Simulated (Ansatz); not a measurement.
**C₂H₆F₂O₂Sn: taking an electron away**

One table from this session's results is given with a row withheld; the runs are named, their logs left out.

Method: unrestricted cation, the program's frozen cores in correlated methods; program: Ansatz 0.2.0, Gaussian basis.

Plan: UKS PBE-D4/def2-TZVPP; UKS r2SCAN-D4/def2-TZVPP; UKS PBE0-D4/def2-TZVPP; UKS B3LYP-D4/def2-TZVPP; UKS wB97X-V/def2-TZVPP; UKS wB97M-V/def2-TZVPP; UKS B2PLYP/def2-TZVPP; UHF-CCSD(T)/def2-TZVPP; UHF-MP2/def2-QZVPP; extrapolation to the limit; then −ε(HOMO) from the neutral's earlier runs with LDA (SPW92), PBE-D4, revPBE-D4, BLYP-D4, r2SCAN-D4, B97M-V, PBE0-D4, B3LYP-D4, r2SCANh-D4, r2SCAN0-D4, HSE06-D4, BHLYP-D4, CAM-B3LYP-D4, LC-ωPBE, ωB97X-V, ωB97M-V.

1 further run of the same task is left out (for a known fault of the program).

### Structure used throughout

An earlier PBE0-D4 in a triple-zeta def2 set relaxation fixed the geometry. Sn takes the def2 core potential; no spin-orbit term is included.

SMILES `C[O][Sn]([F])([F])[O]C`, 13 atoms, charge 0, spin multiplicity 1.

Atoms are counted from 1 here; the program's logs count them from 0.

Bond lengths: C1–O2 1.419 Å, C1–H8 1.094 Å, C1–H9 1.095 Å, C1–H10 1.092 Å, O2–Sn3 1.927 Å, Sn3–F4 1.896 Å, Sn3–F5 1.896 Å, Sn3–O6 1.927 Å, O6–C7 1.419 Å, C7–H11 1.094 Å, C7–H12 1.092 Å, C7–H13 1.095 Å. Angles: O2–C1–H8 112.3°, O2–C1–H9 111.8°, O2–C1–H10 106.9°, H8–C1–H9 108.9°, H8–C1–H10 108.5°, H9–C1–H10 108.4°, C1–O2–Sn3 121.1°, O2–Sn3–F4 106.8°, O2–Sn3–F5 108.4°, O2–Sn3–O6 117.3°, F4–Sn3–F5 109.0°, F4–Sn3–O6 108.4°, F5–Sn3–O6 106.8°, Sn3–O6–C7 121.1°, O6–C7–H11 112.3°, O6–C7–H12 106.9°, O6–C7–H13 111.8°, H11–C7–H12 108.5° and more.

Set-up of the first run:

Input file in.yaml:

```yaml
crystal:
  periodic: [false, false, false]
  atoms:
    - {symbol: C, position_ang: [-1.704670, 1.835624, -0.475602]}
    - {symbol: O, position_ang: [-0.316516, 1.578430, -0.328696]}
    - {symbol: Sn, position_ang: [0.322502, 0.242658, 0.904941]}
    - {symbol: F, position_ang: [2.103869, 0.717027, 1.349990]}
    - {symbol: F, position_ang: [-0.744955, 0.314325, 2.470749]}
    - {symbol: O, position_ang: [0.311807, -1.590034, 0.308616]}
    - {symbol: C, position_ang: [1.362414, -2.105075, -0.494913]}
    - {symbol: H, position_ang: [-2.189510, 2.053860, 0.480901]}
    - {symbol: H, position_ang: [-2.225454, 0.999181, -0.953974]}
    - {symbol: H, position_ang: [-1.798287, 2.712922, -1.118725]}
    - {symbol: H, position_ang: [2.346699, -1.941322, -0.045506]}
    - {symbol: H, position_ang: [1.196826, -3.180717, -0.582075]}
    - {symbol: H, position_ang: [1.355777, -1.671678, -1.500804]}
basis:
  gaussian: {orbitals: def2-TZVPP}
total_charge: 1
magnetization: {spin_polarized: true, initial_magnetization: 1}
hamiltonian: {xc: pbe, dispersion: d4}
```

Launch:

```sh
> ansatz run in.yaml --threads 2 --pin off --events-out ev --progress --plain --max-ram 20480MiB --backend cuda --devices 0, --max-vram 18GiB
```

Steps of the session up to this table: Cation, UKS PBE-D4/def2-TZVPP; Cation, UKS r2SCAN-D4/def2-TZVPP; Cation, UKS PBE0-D4/def2-TZVPP; Cation, UKS B3LYP-D4/def2-TZVPP; Cation, UKS wB97X-V/def2-TZVPP; Cation, UKS wB97M-V/def2-TZVPP; Cation, UKS B2PLYP (frozen core)/def2-TZVPP; Cation, UHF-CCSD(T)/def2-TZVPP; Cation, UHF-MP2/def2-QZVPP.

One of the session's tables, all rows but one given; the rest of the session is left out.

Orbital estimates, from the neutral's runs:

```
  functional  −ε(HOMO) (eV)
 LDA (SPW92)           7.13
      PBE-D4           6.96
   revPBE-D4           6.90
     BLYP-D4           6.88
   r2SCAN-D4           7.32
      B97M-V           7.43
     PBE0-D4           8.60
    B3LYP-D4           8.36
  r2SCANh-D4           7.93
  r2SCAN0-D4              ?
    HSE06-D4           8.19
    BHLYP-D4          10.17
CAM-B3LYP-D4          10.07
     LC-ωPBE          11.39
     ωB97X-V          11.06
     ωB97M-V          10.99
```

Q: Estimate the row for r2SCAN0-D4 from the others.

Worked estimate for «−ε(HOMO) (eV)». Against the share of exact exchange, r2SCAN-D4 (0, 7.32), r2SCANh-D4 (0.1, 7.93) give a slope of 6.10 per unit share; at 0.25 the line stands at 8.84.

The run gave: −ε(HOMO) (eV): 8.85. In «−ε(HOMO) (eV)» the line misses by -0.01.
